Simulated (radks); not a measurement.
# Ag³⁺ in [Kr] 4d8: an all-electron calculation

Aim: the levels, the sizes of the orbitals and the parts of the energy of the silver ion Ag3+.

Program: radks (a radial shooting solver on a logarithmic mesh, Libxc functionals) version 1. Level of theory: Dirac Kohn-Sham, exchange-only B88, spin-unpolarised, spherical densities, point nucleus; open shells are shared between the two j in proportion to 2j + 1. These are calculated values, not measurements, unless marked.

## (1) Starting point

| Property | Result |
| --- | --- |
| element | silver (Z = 47) |
| charge | +3 |
| electrons | 44 |
| configuration | [Kr] 4d8 |

Outer shells as boxes (Hund's rule):

Ag³⁺
```
[Kr] core
4d [↑↓][↑↓][↑↓][↑ ][↑ ]
```

## (2) Self-consistent calculation

Settings of this run:

```text
Z 47
configuration [Kr] 4d8 5s0 5p0
relativity Dirac
functional b88,
spin unpolarised
j_filling average
nucleus point
c 137.035999084
```

**Question.** What will this run give?

As calculated:

| quantity | value |
| --- | --- |
| total energy | -5313.13300 hartree |
| exchange-correlation share of it | 2.76 % |
| −T/E | 1.0470 |
| highest occupied level | 4d5/2, -42.203 eV |
| most extended occupied level | 4d5/2, <r> = 1.26 bohr |
| radius at density 0.001 e/bohr³ | 3.10 bohr |
| maxima of the radial density | 4 |
| ionisation energy, NIST | 49 (theory) eV |

**Reading.** 4 principal shells are occupied and 4 maxima appear in the radial density. −T/E is 1.047: with relativity the kinetic term as defined here no longer equals −E. Minus the highest eigenvalue, 42.203 eV, is 86 % of the tabulated ionisation energy (49 eV); the potential of a semilocal functional falls off too fast, so its top eigenvalue is too shallow. Spin polarisation and multiplet splitting are left out. Sharing an open shell by 2j + 1 raises it above the true ground level by a part of the spin-orbit splitting, which enters the differences from NIST.
